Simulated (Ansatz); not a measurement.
# Ta: random displacements

Aim: for Ta, compute energies and forces of randomly disturbed cells.

Program: Ansatz 0.2.0. Level of theory: DFT r2SCAN, scalar-relativistic, plane waves, PAW. These are calculated values, not measurements.

**1. The system as given**

Symmetry: Fm-3m, No. 225, cubic system. Conventional cell: a = 4.220 Å, b = 4.220 Å, c = 4.220 Å, α = 90.00°, β = 90.00°, γ = 90.00°. Ta (site symmetry m-3m) has 12 Ta at 2.98 Å in its first shell of neighbours.

As a file:

```xyz
8
Lattice="0.0000 4.2200 4.2200 4.2200 0.0000 4.2200 4.2200 4.2200 0.0000" Properties=species:S:1:pos:R:3 pbc="T T T"
Ta    0.0000    0.0000    0.0000
Ta    2.1100    2.1100    0.0000
Ta    2.1100    0.0000    2.1100
Ta    4.2200    2.1100    2.1100
Ta    0.0000    2.1100    2.1100
Ta    2.1100    4.2200    2.1100
Ta    2.1100    2.1100    4.2200
Ta    4.2200    4.2200    4.2200
```

No relaxation comes first: the listed cell is the starting point.

**2. The reference cell**

The cell is repeated 8 times, 8 atoms in all. The reference gives a free energy of -79552.6536 eV, pressure -1.67 GPa, largest force 0.000 eV/Å and gap on the mesh none (metal). It was computed beforehand with the settings of the runs below.

**3. Next: random displacements**

All atoms are moved at random with no net shift, in some cells together with a random strain.

**4. At rms move = 0.051 Å**

input.yaml

```yaml
crystal:
  lattice:
    - [-0.1953795943, 4.3285296804, 4.1023981894]
    - [4.168130982, -0.1107573004, 4.0177758955]
    - [4.1275518432, 4.2033282477, -0.0701781615]
  atoms:
    - { symbol: Ta, position: [-0.0025907782, 0.0104935282, -0.0050411027] }
    - { symbol: Ta, position: [0.0001106284, 0.0055267824, 0.5075286969] }
    - { symbol: Ta, position: [0.0109038053, 0.4904525291, -0.0022101257] }
    - { symbol: Ta, position: [0.0003973188, 0.4928950614, 0.4962408665] }
    - { symbol: Ta, position: [0.497791349, -0.0039715616, 0.0024804581] }
    - { symbol: Ta, position: [0.4880126148, 0.0036446811, 0.5044631765] }
    - { symbol: Ta, position: [0.5057268697, 0.494545578, -0.0010592853] }
    - { symbol: Ta, position: [0.4996481922, 0.5064134015, 0.4975973158] }
basis:
  ecutwfc: 500
kpoints:
  mp_grid: { grid: [10, 10, 10] }
hamiltonian:
  xc: r2scan
scf:
  occupations: { method: gaussian, width: 0.15 }
output:
  forces: true
  stress: true
  eigenvalues: true
```

Run with:

```console
$ ansatz run input.yaml --threads 2 --pin off --max-ram 5120MiB --backend cpu --events-out ev --progress --plain --runs-dir out
```

**5. Point rms move = 0.179 Å**

input.yaml

```yaml
crystal:
  lattice:
    - [-0.0439682132, 4.1141549447, 4.1293790383]
    - [4.0667522785, 0.0495157407, 4.0358950844]
    - [4.229092904, 4.1830116163, -0.1128248848]
  atoms:
    - { symbol: Ta, position: [0.0299197089, 0.0079568589, -0.0432338575] }
    - { symbol: Ta, position: [-0.0205281376, -0.0008048063, 0.5319329463] }
    - { symbol: Ta, position: [-0.0374571653, 0.5211500908, 0.038115841] }
    - { symbol: Ta, position: [-0.0123853031, 0.5018544579, 0.4885336638] }
    - { symbol: Ta, position: [0.4902953278, 0.0240056843, -0.0114581577] }
    - { symbol: Ta, position: [0.4986819366, 0.0012866684, 0.5151031696] }
    - { symbol: Ta, position: [0.5144993125, 0.4670044713, -0.0086066409] }
    - { symbol: Ta, position: [0.5369743201, 0.4775465749, 0.4896130354] }
basis:
  ecutwfc: 500
kpoints:
  mp_grid: { grid: [10, 10, 10] }
hamiltonian:
  xc: r2scan
scf:
  occupations: { method: gaussian, width: 0.15 }
output:
  forces: true
  stress: true
  eigenvalues: true
```

**6. At rms move = 0.218 Å**

input.yaml

```yaml
crystal:
  lattice:
    - [-0.135474054, 4.0399710903, 4.2428349943]
    - [3.9667569865, -0.1701531882, 4.2775141285]
    - [3.8636962546, 3.9715894926, -0.0670924563]
  atoms:
    - { symbol: Ta, position: [-0.01018109, 0.0274195806, 0.0233376785] }
    - { symbol: Ta, position: [0.0325641233, 0.0037782331, 0.465945234] }
    - { symbol: Ta, position: [0.0180683496, 0.4909166426, 0.0015144127] }
    - { symbol: Ta, position: [-0.0376048639, 0.4744893028, 0.5498294965] }
    - { symbol: Ta, position: [0.5167914251, -0.028197162, -0.0257065559] }
    - { symbol: Ta, position: [0.4629958864, 0.0210784271, 0.5224245293] }
    - { symbol: Ta, position: [0.5296519241, 0.4655378766, -0.0044776675] }
    - { symbol: Ta, position: [0.4877142455, 0.5449770992, 0.4671328724] }
basis:
  ecutwfc: 500
kpoints:
  mp_grid: { grid: [10, 10, 10] }
hamiltonian:
  xc: r2scan
scf:
  occupations: { method: gaussian, width: 0.15 }
output:
  forces: true
  stress: true
  eigenvalues: true
```

**7. rms move = 0.081 Å**

input.yaml

```yaml
crystal:
  lattice:
    - [0.0209282864, 4.4957906473, 4.2297135786]
    - [4.2301915031, -0.0861619265, 4.3368037915]
    - [4.1246021265, 4.4972914835, 0.0194274502]
  atoms:
    - { symbol: Ta, position: [0.006630952, -0.0001356422, 0.0056844378] }
    - { symbol: Ta, position: [0.0027377047, 0.0046559426, 0.4989053921] }
    - { symbol: Ta, position: [-0.0097794243, 0.5013412261, -0.0100374646] }
    - { symbol: Ta, position: [-0.0015330373, 0.4896959089, 0.4899318648] }
    - { symbol: Ta, position: [0.4875817741, 0.0099376249, 0.0055778481] }
    - { symbol: Ta, position: [0.4983686547, -0.0116396656, 0.5014127944] }
    - { symbol: Ta, position: [0.5108177621, 0.4941962309, 0.0073506044] }
    - { symbol: Ta, position: [0.5051756141, 0.5119483743, 0.501174523] }
basis:
  ecutwfc: 500
kpoints:
  mp_grid: { grid: [10, 10, 10] }
hamiltonian:
  xc: r2scan
scf:
  occupations: { method: gaussian, width: 0.15 }
output:
  forces: true
  stress: true
  eigenvalues: true
```

**8. Point rms move = 0.238 Å**

input.yaml

```yaml
crystal:
  lattice:
    - [-0.0158144303, 3.9280978542, 4.2430127972]
    - [4.2709444932, 0.046997792, 4.1802005749]
    - [4.2076008836, 3.8019420224, 0.1103414015]
  atoms:
    - { symbol: Ta, position: [0.0215282651, 0.0285559182, -0.0060230953] }
    - { symbol: Ta, position: [-0.0155127527, 0.0042354151, 0.524302826] }
    - { symbol: Ta, position: [0.052684455, 0.4862553229, -0.0142620255] }
    - { symbol: Ta, position: [-0.0102528675, 0.5118895024, 0.4672309739] }
    - { symbol: Ta, position: [0.4749735257, 0.033722303, -0.041325108] }
    - { symbol: Ta, position: [0.4671013833, 0.0074404772, 0.4946086635] }
    - { symbol: Ta, position: [0.5023202273, 0.4934180493, 0.0142426141] }
    - { symbol: Ta, position: [0.5071577638, 0.4344830119, 0.5612251513] }
basis:
  ecutwfc: 500
kpoints:
  mp_grid: { grid: [10, 10, 10] }
hamiltonian:
  xc: r2scan
scf:
  occupations: { method: gaussian, width: 0.15 }
output:
  forces: true
  stress: true
  eigenvalues: true
  write_density: true
  write_potential: true
  elf: true
  volumetric_format: npy
```

(Steps that only read results are left out.)

What does the calculation give?

The runs gave:

```
      quantity                                     value
costliest cell  517.7 meV/atom at an rms move of 0.238 Å
```

**Reading.** The cost runs from 18.2 to 517.7 meV/atom. Energy over the square of the rms move lies between 5.9 and 12.6 eV/Å² per atom; a harmonic solid under isotropic random moves would keep it roughly constant, while strain and close contacts change it. Spin-orbit coupling is left out for Ta.
